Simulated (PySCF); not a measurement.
**CH₉ClGe₂Si: electronic excitations at several levels of theory, part 1 of 2**

Aim: compute the electronic excitations of CH₉ClGe₂Si (`[SiH3][GeH2][GeH2][CH2]Cl`) at several levels, and see how far they spread and what each costs.

Computed with PySCF 2.14.0, with density-fitted response routines of our own, on a single molecule in the gas phase. Atoms count from 0, in the outputs and in this text.

### 1 Starting geometry

14 atoms, charge 0, multiplicity 1; geometry from: GFN2-xTB. The atoms were then displaced at random by about 0.01 Å, so the start is not that level's minimum.

Bonds of the start (Å): Si0–Ge1 2.32, Ge1–Ge2 2.39, Ge2–C3 2.03, C3–Cl4 1.79, Si0–H5 1.48, Si0–H6 1.47, Si0–H7 1.48, Ge1–H8 1.51, Ge1–H9 1.53, Ge2–H10 1.52, Ge2–H11 1.50, C3–H12 1.06, C3–H13 1.04.

### 2 Geometry optimisation at PBE0-D3(BJ)/def2-SVP

The job: settings as JSON, then the geometry in Å.

```
{"job": {"xc": "PBE0", "basis": "def2-SVP", "d3": "d3bj", "grid": 1, "shake": 0.01, "kind": "geom"}, "charge": 0, "multiplicity": 1}
Si    -2.454290     0.821890     0.023420
Ge    -0.901240    -0.819610     0.541100
Ge     1.110290    -0.927220    -0.751180
C      2.400980     0.390990     0.085060
Cl     1.348310     1.805260     0.399180
H     -2.028270     2.153940     0.503670
H     -3.746710     0.513020     0.644570
H     -2.642730     0.911950    -1.437460
H     -1.489990    -2.207430     0.540350
H     -0.407030    -0.765630     1.986190
H      1.888150    -2.231830    -0.869900
H      1.002140    -0.452300    -2.167400
H      2.743690     0.076020     1.035800
H      3.169540     0.715860    -0.541160
```

Launch:

```
$ OMP_NUM_THREADS=1 python probes_run.py task.json out
```

This one command runs all jobs of the session in turn.

Output:

```text
step   0  E = -4945.58219185  max force = 0.058856
step   1  E = -4945.59406969  max force = 0.007014
step   2  E = -4945.59480398  max force = 0.001440
step   3  E = -4945.59499573  max force = 0.001499
step   4  E = -4945.59511957  max force = 0.001481
step   5  E = -4945.59519788  max force = 0.000861
step   6  E = -4945.59526842  max force = 0.000949
step   7  E = -4945.59537312  max force = 0.001394
step   8  E = -4945.59547724  max force = 0.002159
step   9  E = -4945.59559801  max force = 0.001280
step  10  E = -4945.59570587  max force = 0.000763
step  11  E = -4945.59573669  max force = 0.000437
step  12  E = -4945.59575168  max force = 0.000287
optimisation converged
```

Run time: 4 min. Hardware: 1 thread of Intel Xeon Platinum 8488C, shared host; peak memory 0.75 GiB.

The steps of the relaxation:

```csv
step,energy from step 0 (eV),largest force component (eV/Å)
0,0.0000,3.0265
1,-0.3232,0.3607
2,-0.3432,0.0740
3,-0.3484,0.0771
4,-0.3518,0.0762
5,-0.3539,0.0443
6,-0.3558,0.0488
7,-0.3587,0.0717
8,-0.3615,0.1110
9,-0.3648,0.0658
10,-0.3677,0.0392
11,-0.3686,0.0225
12,-0.3690,0.0148
```

Distances of close pairs at the start and the end, largest changes first:

```csv
bond,before (Å),after (Å),change (Å)
Si0–Ge1,2.318,2.385,+0.067
C3–H13,1.043,1.098,+0.055
Ge2–C3,2.026,1.973,-0.053
Ge2–H11,1.498,1.540,+0.042
C3–H12,1.059,1.098,+0.040
Ge1–H8,1.508,1.543,+0.035
Si0–H6,1.467,1.497,+0.030
Ge1–Ge2,2.393,2.421,+0.028
```

The end geometry stands in the next job.

```csv
at the end point,value
point group (found at 0.08 Å tolerance),C1
"rotational constants (GHz, main isotopes)","1.371, 0.951, 0.612"
dipole moment (D),1.57
```

### 3 Excited states and response: HF/def2-SVPD

The job: settings as JSON, then the geometry in Å.

```
{"job": {"kind": "uv", "xc": "HF", "basis": "def2-SVPD", "ip": true}, "charge": 0, "multiplicity": 1}
Si    -2.324998     0.656257     0.088063
Ge    -0.827029    -1.149241     0.517077
Ge     1.284387    -0.855388    -0.631317
C      2.122891     0.800336     0.037904
Cl     0.978189     2.166185    -0.133234
H     -2.033894     1.801272     0.998343
H     -3.729970     0.197224     0.323707
H     -2.200410     1.092669    -1.334646
H     -1.453201    -2.481503     0.055357
H     -0.545525    -1.267540     2.029928
H      2.263311    -2.025767    -0.390766
H      1.065696    -0.689820    -2.146752
H      2.383239     0.713331     1.101338
H      3.031433     1.050624    -0.525734
```

Level: TDDFT HF/def2-SVPD, vertical, gas phase, core orbitals frozen in the response.

Output:

```text
final grid: 109304 points
cycle   1  E = -4941.4099669435  dE = -1.253e+00  |g| = 4.498e-01  |ddm| = 3.882e+00
cycle   2  E = -4941.4774940280  dE = -6.753e-02  |g| = 2.424e-01  |ddm| = 1.096e+00
cycle   3  E = -4941.4915293761  dE = -1.404e-02  |g| = 5.369e-02  |ddm| = 4.001e-01
cycle   4  E = -4941.4931325176  dE = -1.603e-03  |g| = 7.863e-03  |ddm| = 2.122e-01
cycle   5  E = -4941.4931759691  dE = -4.345e-05  |g| = 2.343e-03  |ddm| = 3.385e-02
cycle   6  E = -4941.4931798145  dE = -3.845e-06  |g| = 9.403e-04  |ddm| = 7.083e-03
cycle   7  E = -4941.4931802811  dE = -4.666e-07  |g| = 2.995e-04  |ddm| = 2.383e-03
cycle   8  E = -4941.4931803321  dE = -5.103e-08  |g| = 8.398e-05  |ddm| = 8.536e-04
cycle   9  E = -4941.4931803371  dE = -4.938e-09  |g| = 2.214e-05  |ddm| = 2.924e-04
cycle  10  E = -4941.4931803375  dE = -4.420e-10  |g| = 6.314e-06  |ddm| = 8.491e-05
converged SCF energy = -4941.4931803375

Static polarisability (au): isotropic 114.951, principal 96.615 115.748 132.490

Singlet excitations
state   eV       nm        f      main configurations
  1   7.4396    166.7   0.11647   H->L 0.20, H->L+3 0.18, H->L+7 0.16
  2   7.5677    163.8   0.14757
  3   7.6290    162.5   0.16330   H->L 0.19, H->L+4 0.18
  4   8.0110    154.8   0.21522   H->L+1 0.69
  5   8.1602    151.9   0.09521   H->L+2 0.30, H->L+6 0.11, H->L+3 0.10
  6   8.2143    150.9   0.02129   H-3->L+22 0.13, H-3->L+4 0.13, H-3->L+3 0.13
  7   8.2577    150.1   0.08920   H->L+6 0.14, H->L+2 0.09
  8   8.3810    147.9   0.31504   H->L+3 0.17, H->L 0.10, H->L+5 0.09
  9   8.5931    144.3   0.00851   H-1->L 0.29, H-2->L+4 0.09, H-1->L+2 0.08
 10   8.6634    143.1   0.01306   H->L+8 0.16, H-1->L+4 0.15, H-2->L 0.12

Triplet excitations (Tamm-Dancoff, eV): 6.3117 6.6680 6.7573 6.8679
Vertical ionisation energy (delta-SCF) = 9.0915 eV
```

Run time: 1.8 min. Hardware: 1 thread of Intel Xeon Platinum 8488C, shared host; peak memory 0.95 GiB.

The orbitals next to the gap, with their largest atomic shares:

```csv
orbital,eV,atoms
HOMO−3,-12.04,"Cl4 73 %, C3 12 %"
HOMO−2,-11.34,"Cl4 30 %, Ge1 18 %, Ge2 15 %"
HOMO−1,-11.11,"Cl4 20 %, Ge1 19 %, C3 14 %"
HOMO,-10.19,"Ge1 33 %, Ge2 23 %, Si0 19 %"
LUMO,2.13,"Ge2 42 %, H10 9 %, Cl4 8 %"
LUMO+1,2.33,"Ge1 41 %, Ge2 13 %, Si0 10 %"
LUMO+2,2.44,"Si0 42 %, Cl4 19 %, Ge1 8 %"
```

With each of the 10 states as a Gaussian band of 0.4 eV half-width at 1/e, the curve within the window shown has maxima at 151 nm (ε 27,000) L/(mol cm). Beyond the last state computed it falls off for lack of states. The curve at chosen wavelengths:

(nm, ε (L/mol/cm)): (138, 2264), (140, 5056), (141, 7062), (143, 12146), (145, 17889), (146, 20596), (148, 24879), (150, 27053), (151, 27339), (153, 26718), (155, 25303), (156, 24568), (158, 23328), (160, 22362), (162, 21287), (163, 20562), (165, 18555), (167, 15817), (168, 14256), (170, 11007), (172, 7939), (173, 6576), (175, 4297), (177, 2639), (178, 2023), (180, 1139)

Ground-state properties from the same run:

```csv
property,computed
dipole moment (D),1.70
polarisability (Å³),17.03
HOMO–LUMO gap (eV),12.32
−ε(HOMO) (eV),10.19
```

### 4 Ultraviolet spectrum: LDA/def2-SVPD

The job, as its differences from that of step 3:

```diff
@@ -1,2 +1,2 @@
-{"job": {"kind": "uv", "xc": "HF", "basis": "def2-SVPD", "ip": true}, "charge": 0, "multiplicity": 1}
+{"job": {"kind": "uv", "xc": "LDA", "basis": "def2-SVPD", "ip": true}, "charge": 0, "multiplicity": 1}
 Si    -2.324998     0.656257     0.088063
```

With the program's defaults for keys left out, this is: TDDFT LDA/def2-SVPD, vertical, gas phase, core orbitals frozen in the response.

Output:

```text
coarse grid: 54992 points
cycle   1  E = -4937.0123359522  dE = -1.175e+00  |g| = 7.731e-01  |ddm| = 4.185e+00
cycle   2  E = -4936.9637374193  dE =  4.860e-02  |g| = 9.789e-01  |ddm| = 1.288e+00
cycle   3  E = -4937.0691985904  dE = -1.055e-01  |g| = 1.286e-01  |ddm| = 9.181e-01
cycle   4  E = -4937.0738439816  dE = -4.645e-03  |g| = 4.072e-02  |ddm| = 2.209e-01
cycle   5  E = -4937.0742351243  dE = -3.911e-04  |g| = 1.268e-02  |ddm| = 5.891e-02
cycle   6  E = -4937.0742886859  dE = -5.356e-05  |g| = 2.158e-03  |ddm| = 2.486e-02
cycle   7  E = -4937.0742904490  dE = -1.763e-06  |g| = 4.474e-04  |ddm| = 4.656e-03
final grid: 109304 points
cycle   8  E = -4937.0742798578  dE = -8.442e-08  |g| = 5.307e-04  |ddm| = 7.347e-03
cycle   9  E = -4937.0742797721  dE =  8.575e-08  |g| = 7.547e-04  |ddm| = 2.320e-03
cycle  10  E = -4937.0742799523  dE = -1.803e-07  |g| = 1.398e-04  |ddm| = 1.342e-03
cycle  11  E = -4937.0742799571  dE = -4.758e-09  |g| = 2.562e-05  |ddm| = 1.890e-04
cycle  12  E = -4937.0742799573  dE = -1.601e-10  |g| = 6.432e-06  |ddm| = 3.706e-05
converged SCF energy = -4937.0742799573

Static polarisability (au): isotropic 131.487, principal 107.221 132.767 154.474

Singlet excitations
state   eV       nm        f      main configurations
  1   5.7035    217.4   0.01413   H->L 0.80, H-1->L 0.11
  2   5.7965    213.9   0.01886   H-1->L 0.65, H->L+1 0.26
  3   6.0049    206.5   0.04109   H->L+1 0.49, H->L+2 0.19, H-1->L 0.11
  4   6.1359    202.1   0.01576   H->L+2 0.47, H-2->L 0.31
  5   6.1649    201.1   0.00108   H-2->L 0.47, H->L+2 0.25, H-1->L+1 0.13
  6   6.1764    200.7   0.01625   H->L+3 0.77, H->L+4 0.09
  7   6.2553    198.2   0.00762   H-3->L 0.55, H-1->L+1 0.15, H-1->L+2 0.09
  8   6.3067    196.6   0.07637   H-1->L+2 0.39, H-3->L 0.18, H-1->L+1 0.10
  9   6.3378    195.6   0.04690   H-1->L+3 0.35, H->L+4 0.19, H-1->L+2 0.19
 10   6.3895    194.0   0.06372   H-1->L+3 0.51, H->L+4 0.11

Triplet excitations (Tamm-Dancoff, eV): 5.3591 5.5736 5.7601 5.8747
Vertical ionisation energy (delta-SCF) = 9.2493 eV
Vertical electron affinity (delta-SCF) = -0.5222 eV
```

Wall time 3.3 min (1 thread of Intel Xeon Platinum 8488C, shared host); peak memory 0.81 GiB.

In short: HOMO -6.82 eV, LUMO -1.32 eV; lowest singlet 5.70 eV.

### 5 TDDFT and polarisability: PBE/def2-SVPD

The job, as its differences from that of step 4:

```diff
@@ -1,2 +1,2 @@
-{"job": {"kind": "uv", "xc": "LDA", "basis": "def2-SVPD", "ip": true}, "charge": 0, "multiplicity": 1}
+{"job": {"kind": "uv", "xc": "PBE", "basis": "def2-SVPD", "ip": true}, "charge": 0, "multiplicity": 1}
 Si    -2.324998     0.656257     0.088063
```

With the program's defaults for keys left out, this is: TDDFT PBE/def2-SVPD, vertical, gas phase, core orbitals frozen in the response.

Output:

```text
coarse grid: 54992 points
cycle   1  E = -4945.3440608085  dE = -1.189e+00  |g| = 7.132e-01  |ddm| = 4.268e+00
cycle   2  E = -4945.3000059183  dE =  4.405e-02  |g| = 9.145e-01  |ddm| = 1.279e+00
cycle   3  E = -4945.3973773583  dE = -9.737e-02  |g| = 9.916e-02  |ddm| = 9.016e-01
cycle   4  E = -4945.4001204370  dE = -2.743e-03  |g| = 3.849e-02  |ddm| = 1.946e-01
cycle   5  E = -4945.4004926225  dE = -3.722e-04  |g| = 1.079e-02  |ddm| = 5.337e-02
cycle   6  E = -4945.4005315212  dE = -3.890e-05  |g| = 1.890e-03  |ddm| = 2.168e-02
cycle   7  E = -4945.4005328991  dE = -1.378e-06  |g| = 3.898e-04  |ddm| = 4.159e-03
final grid: 109304 points
cycle   8  E = -4945.4005027399  dE = -1.069e-07  |g| = 4.545e-04  |ddm| = 7.825e-03
cycle   9  E = -4945.4005026760  dE =  6.385e-08  |g| = 6.348e-04  |ddm| = 2.008e-03
cycle  10  E = -4945.4005028120  dE = -1.359e-07  |g| = 1.259e-04  |ddm| = 1.162e-03
cycle  11  E = -4945.4005028159  dE = -3.953e-09  |g| = 2.081e-05  |ddm| = 1.650e-04
cycle  12  E = -4945.4005028160  dE = -9.823e-11  |g| = 4.993e-06  |ddm| = 3.221e-05
converged SCF energy = -4945.4005028160

Static polarisability (au): isotropic 128.473, principal 104.881 129.891 150.647

Singlet excitations
state   eV       nm        f      main configurations
  1   5.7725    214.8   0.01623   H->L 0.88
  2   5.8771    211.0   0.00841   H-1->L 0.74, H->L+1 0.24
  3   6.0890    203.6   0.05231   H->L+1 0.47, H->L+2 0.19, H-1->L 0.12
  4   6.2096    199.7   0.01960   H->L+2 0.71, H->L+1 0.10
  5   6.2266    199.1   0.01168   H->L+3 0.81
  6   6.2665    197.9   0.00323   H-2->L 0.71, H-1->L+1 0.11
  7   6.3617    194.9   0.00925   H-3->L 0.68, H-1->L+1 0.11
  8   6.4058    193.5   0.06393   H-1->L+2 0.50, H-3->L 0.11, H-1->L+1 0.10
  9   6.4154    193.3   0.06051   H-1->L+3 0.28, H->L+4 0.25, H-1->L+2 0.12
 10   6.4593    191.9   0.05843   H-1->L+3 0.60, H-1->L+1 0.09

Triplet excitations (Tamm-Dancoff, eV): 5.3636 5.5796 5.7989 5.8961
Vertical ionisation energy (delta-SCF) = 9.1304 eV
```

It took 4.5 min on 1 thread of Intel Xeon Platinum 8488C, shared host; peak memory 0.82 GiB.

Key values: HOMO -6.72 eV, LUMO -1.13 eV; lowest singlet 5.77 eV.

(Continued in part 2 of 2.)
